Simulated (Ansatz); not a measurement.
TeRu:

```
Ru Te
1.0
     3.79508    0.00000    0.00000
    -1.89754    3.28664    0.00000
     0.00000    0.00000    3.70381
Ru Te
1 1
Direct
  0.00000 0.00000 0.00000
  0.66667 0.33333 0.50000
```

The cell comes from a database or a generator and needn't be the stable form of this composition.

Base run:

| Item | Value |
| --- | --- |
| Program | Ansatz 0.2.0 |
| Functional | LDA |
| Potentials or basis | Ansatz PAW |
| Cutoff | 420 eV (not typed: the program's choice for these potentials) |
| k mesh | 6 × 6 × 5 |
| Occupations | gaussian, width 0.05 eV |
| Spin | no spin polarisation |
| Hubbard terms | Ru d U = 2 eV |

Its results: band gap on the k mesh none (metal or under the smearing width); pressure -20.7 GPa.

Question: The run is repeated on the same cell with these changes: functional from LDA to PBEsol; spin from no spin polarisation to collinear spin, program default start. What comes out?

Answer: Band gap on the k mesh none (metal or under the smearing width); pressure -18.7 GPa; net moment 0.00 μB per cell.

Several settings changed at once, so the effect can't be laid on one alone.

Caveats: the PAW data sets come from PBE, with cores solved anew for the run's functional, which leaves a small shift of forces and pressure; the U is typed as a test and isn't derived for this compound; U without spin polarisation on a metal has little footing (some runs); the magnetic or orbital state may not be the lowest (some runs).
